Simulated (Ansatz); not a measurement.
# C₂H₆GeO: how energies converge with the basis set

One table from this session's results is given with a row withheld; the runs are named, their logs left out.

The runs use Ansatz 0.2.0, Gaussian basis; one geometry, several basis sets.

Levels to be run: PBE0-D4/def2-SVP; ωB97M-V/def2-SVP; PBE0-D4/def2-QZVPP; ωB97M-V/def2-QZVPP; the functionals' def2-TZVPP values are taken from earlier runs.

**The geometry**

All runs share one geometry, relaxed beforehand with PBE0-D4 in a triple-zeta def2 set.

SMILES `C=C[O][GeH3]`, 10 atoms, charge 0, spin multiplicity 1.

Atoms are counted from 1 here; the program's logs count them from 0.

Bond lengths: C1–C2 1.326 Å, C1–H5 1.081 Å, C1–H6 1.083 Å, C2–O3 1.350 Å, C2–H7 1.092 Å, O3–Ge4 1.792 Å, Ge4–H8 1.537 Å, Ge4–H9 1.538 Å, Ge4–H10 1.529 Å. Angles: C2–C1–H5 119.6°, C2–C1–H6 121.4°, H5–C1–H6 119.0°, C1–C2–O3 123.1°, C1–C2–H7 120.7°, O3–C2–H7 116.1°, C2–O3–Ge4 120.4°, O3–Ge4–H8 108.7°, O3–Ge4–H9 107.7°, O3–Ge4–H10 104.2°, H8–Ge4–H9 110.8°, H8–Ge4–H10 112.3°, H9–Ge4–H10 112.9°.

The first run:

in.yaml reads:

```yaml
crystal:
  periodic: [false, false, false]
  atoms:
    - {symbol: C, position_ang: [1.885160, 0.223070, 0.964223]}
    - {symbol: C, position_ang: [0.623767, 0.309537, 0.564734]}
    - {symbol: O, position_ang: [0.221406, -0.016378, -0.682100]}
    - {symbol: Ge, position_ang: [-1.506718, -0.349897, -1.019549]}
    - {symbol: H, position_ang: [2.151409, 0.532007, 1.965352]}
    - {symbol: H, position_ang: [2.661948, -0.141423, 0.303670]}
    - {symbol: H, position_ang: [-0.150883, 0.681402, 1.238564]}
    - {symbol: H, position_ang: [-1.845341, -1.758499, -0.506632]}
    - {symbol: H, position_ang: [-2.339317, 0.714320, -0.284407]}
    - {symbol: H, position_ang: [-1.618333, -0.245138, -2.540857]}
basis:
  gaussian: {orbitals: def2-SVP}
hamiltonian: {xc: pbe0, dispersion: d4}
output: {orbitals: {seedname: orbitals}}
```

Among the steps run: PBE0-D4 in def2-SVP; ωB97M-V in def2-SVP; PBE0-D4 in def2-QZVPP; ωB97M-V in def2-QZVPP.

One of the session's tables, all rows but one given; the rest of the session is left out.

It belongs to the step «Density functionals: the series». 

| functional | basis | HOMO (eV) | LUMO (eV) |
| --- | --- | --- | --- |
| PBE0-D4 | def2-SVP | -6.50 | 0.26 |
| PBE0-D4 | def2-TZVPP | -6.61 | 0.07 |
| PBE0-D4 | def2-QZVPP | -6.63 | -0.20 |
| ωB97M-V | def2-SVP | -8.73 | 2.18 |
| ωB97M-V | def2-TZVPP | ? | ? |
| ωB97M-V | def2-QZVPP | -8.87 | 1.32 |

Estimate the missing values for ωB97M-V, def2-TZVPP.

**Answer.** HOMO (eV): -8.85; LUMO (eV): 1.89. In the column «HOMO (eV)» it lies between ωB97M-V, def2-QZVPP (-8.87) and ωB97M-V, def2-SVP (-8.73).
